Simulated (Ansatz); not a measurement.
Program: Ansatz.

input.yaml

```yaml
accuracy: low
crystal:
  lattice:
    - [5.3485, 0.0, 0.0]
    - [0.0, 5.3485, 0.0]
    - [0.0, 0.0, 22.359875]
  atoms:
    - { symbol: Ca, position: [0.0, 0.0, 0.044723] }
    - { symbol: F, position: [0.18724716, 0.85306921, 0.23522905] }
    - { symbol: F, position: [0.3365828, 0.34045761, 0.21804882] }
    - { symbol: Ca, position: [0.0239781, 0.52833568, 0.1767584] }
    - { symbol: F, position: [0.25, 0.25, 0.1045232] }
    - { symbol: F, position: [0.25, 0.75, 0.1045232] }
    - { symbol: Ca, position: [0.53999087, 0.01250269, 0.18074207] }
    - { symbol: F, position: [0.75, 0.75, 0.1045232] }
    - { symbol: F, position: [0.75, 0.25, 0.1045232] }
    - { symbol: Ca, position: [0.5, 0.5, 0.044723] }
    - { symbol: F, position: [0.81497319, 0.23840369, 0.23705972] }
    - { symbol: F, position: [0.71814267, 0.72326843, 0.23270917] }
    - { symbol: Ca, position: [-0.02258177, -0.01347125, 0.31523409] }
    - { symbol: F, position: [0.15308987, 0.87297784, 0.45993736] }
    - { symbol: F, position: [0.28629803, 0.34441092, 0.49866027] }
    - { symbol: Ca, position: [-0.01577071, 0.53682251, 0.44489511] }
    - { symbol: F, position: [0.27032681, 0.18103559, 0.35444622] }
    - { symbol: F, position: [0.19970454, 0.64656359, 0.34435162] }
    - { symbol: Ca, position: [0.49326069, 0.05428993, 0.44161344] }
    - { symbol: F, position: [0.70713356, 0.78527653, 0.38202316] }
    - { symbol: F, position: [0.78930289, 0.28576796, 0.37252823] }
    - { symbol: Ca, position: [0.51622895, 0.45291768, 0.2960913] }
    - { symbol: F, position: [0.75140912, 0.25990541, 0.52334036] }
    - { symbol: F, position: [0.62282452, 0.67518542, 0.48834697] }
    - { symbol: Al, position: [0.52363279, 0.45738238, 0.54888074] }
    - { symbol: Cl, position: [0.28961802, 0.712417, 0.60958584] }
    - { symbol: Cl, position: [0.37456484, 0.22661686, 0.63169172] }
    - { symbol: Cl, position: [0.78432291, 0.67774473, 0.6110916] }
basis:
  ecutwfc: 420.0
kpoints:
  mp_grid: { grid: [2, 2, 1] }
hamiltonian:
  xc: pbe
  pseudopotentials: { kind: paw, azcp: { folder: soft_1 } }
scf:
  occupations: { method: fermi_dirac, width: 0.05 }
  lower_state_search: "off"
  max_iter: 99
md:
  timestep: 3.0
  n_steps: 25
  ensemble: berendsen
  temperature: 1000.0
  initial_velocities: maxwell_boltzmann
  seed: 899542
  friction: 0.005
  constraints: [{ sites: [0, 4, 5, 7, 8, 9] }]
```

Launched with:

```bash
$ ansatz run input.yaml --threads 2 --pin off --max-ram 5120MiB --backend cpu --events-out ev --progress --plain --runs-dir out
```

Task: What happens when this is run?

Result: The input was rejected before any iteration.

```
Error: YAML parse error: error: line 50 column 13: unknown variant `berendsen`, expected one of nve, nve_milne, nvt_langevin, nvt_nose_hoover, npt_langevin
  --> <input>:50:13
   |
48 |   timestep: 3.0
49 |   n_steps: 25
50 |   ensemble: berendsen
   |             ^ unknown variant `berendsen`, expected one of nve, nve_milne, nvt_langevin, nvt_nose_hoover, npt_langevin
51 |   temperature: 1000.0
52 |   initial_velocities: maxwell_boltzmann
```
